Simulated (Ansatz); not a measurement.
**CH₃ClF₂SZr: taking an electron away**

How much energy removes an electron from CH₃ClF₂SZr at fixed geometry? The cation is run at each level and the neutral's energy taken from earlier runs.

The runs use Ansatz 0.2.0, Gaussian basis; unrestricted cation, the program's frozen cores in correlated methods.

Plan: UKS PBE-D4/def2-TZVPP; UKS r2SCAN-D4/def2-TZVPP; UKS PBE0-D4/def2-TZVPP; UKS B3LYP-D4/def2-TZVPP; UKS wB97X-V/def2-TZVPP; UKS wB97M-V/def2-TZVPP; UKS B2PLYP/def2-TZVPP; UHF-CCSD(T)/def2-TZVPP; UHF-MP2/def2-QZVPP; extrapolation to the limit; then −ε(HOMO) from the neutral's earlier runs with LDA (SPW92), PBE-D4, revPBE-D4, BLYP-D4, r2SCAN-D4, B97M-V, PBE0-D4, B3LYP-D4, r2SCANh-D4, r2SCAN0-D4, HSE06-D4, BHLYP-D4, CAM-B3LYP-D4, LC-ωPBE, ωB97X-V, ωB97M-V.

## Step 1: The relaxed structure

All runs share one geometry, relaxed beforehand with PBE0-D4 in a triple-zeta def2 set. Zr takes the def2 core potential; no spin-orbit term is included.

SMILES `C[S][Zr]([F])([F])[Cl]`, 9 atoms, charge 0, spin multiplicity 1.

Atoms are counted from 1 here; the program's logs count them from 0.

Bond lengths: C1–S2 1.829 Å, C1–H7 1.088 Å, C1–H8 1.089 Å, C1–H9 1.099 Å, S2–Zr3 2.399 Å, Zr3–F4 1.896 Å, Zr3–F5 1.896 Å, Zr3–Cl6 2.337 Å. Angles: S2–C1–H7 108.8°, S2–C1–H8 108.8°, S2–C1–H9 114.3°, H7–C1–H8 110.5°, H7–C1–H9 107.1°, H8–C1–H9 107.1°, C1–S2–Zr3 88.1°, S2–Zr3–F4 108.3°, S2–Zr3–F5 108.3°, S2–Zr3–Cl6 108.6°, F4–Zr3–F5 107.9°, F4–Zr3–Cl6 111.8°, F5–Zr3–Cl6 111.8°.

As a file:

```xyz
9

C     0.64136   -1.40195   -0.19424
S     0.29382   -0.63589    1.42945
Zr   -0.57920    1.26631    0.25600
F    -1.99835    0.67995   -0.85550
F     0.78871    1.95528   -0.86077
Cl   -1.29753    2.84256    1.82459
H     1.71076   -1.58892   -0.27307
H     0.08423   -2.33404   -0.26978
H     0.35619   -0.78330   -1.05669
```

## Step 2: Cation, UKS PBE-D4/def2-TZVPP

Input file in.yaml:

```yaml
crystal:
  periodic: [false, false, false]
  atoms:
    - {symbol: C, position_ang: [0.641363, -1.401947, -0.194238]}
    - {symbol: S, position_ang: [0.293819, -0.635887, 1.429446]}
    - {symbol: Zr, position_ang: [-0.579195, 1.266307, 0.256003]}
    - {symbol: F, position_ang: [-1.998347, 0.679948, -0.855497]}
    - {symbol: F, position_ang: [0.788712, 1.955279, -0.860767]}
    - {symbol: Cl, position_ang: [-1.297534, 2.842562, 1.824590]}
    - {symbol: H, position_ang: [1.710762, -1.588918, -0.273066]}
    - {symbol: H, position_ang: [0.084234, -2.334037, -0.269776]}
    - {symbol: H, position_ang: [0.356186, -0.783296, -1.056694]}
basis:
  gaussian: {orbitals: def2-TZVPP}
total_charge: 1
magnetization: {spin_polarized: true, initial_magnetization: 1}
hamiltonian: {xc: pbe, dispersion: d4}
```

On the command line:

```sh
$ ansatz run in.yaml --threads 2 --pin off --events-out ev --progress --plain --max-ram 32768MiB --backend cuda --devices 0, --max-vram 18GiB
```

After this run come: Cation, UKS r2SCAN-D4/def2-TZVPP; Cation, UKS PBE0-D4/def2-TZVPP; Cation, UKS B3LYP-D4/def2-TZVPP; Cation, UKS wB97X-V/def2-TZVPP; Cation, UKS wB97M-V/def2-TZVPP; Cation, UKS B2PLYP (frozen core)/def2-TZVPP; Cation, UHF-CCSD(T)/def2-TZVPP; Cation, UHF-MP2/def2-QZVPP.

Before running them: what should the planned runs give, taken together? Wanted: ionisation energy, CCSD(T)/CBS; nearest functional by difference; nearest −ε(HOMO); −ε(HOMO) of PBE; T1 of the cation.

The runs gave:

| quantity | value |
| --- | --- |
| ionisation energy, CCSD(T)/CBS | 9.93 eV |
| nearest functional by difference | ωB97X-V (-0.15 eV) |
| nearest −ε(HOMO) | ωB97M-V (-0.08 eV) |
| −ε(HOMO) of PBE | 6.49 eV |
| T1 of the cation | 0.019 |

In words: Energy differences with functionals land within 0.34 eV of the reference. −ε(HOMO) of PBE misses by 3.4 eV, since self-interaction lifts the level. Among orbital estimates ωB97M-V comes nearest. Hartree-Fock falls 1.13 eV short, as the neutral has more correlation energy than the cation. Correlated methods include outer-core shells of Zr, which these sets cover unevenly.
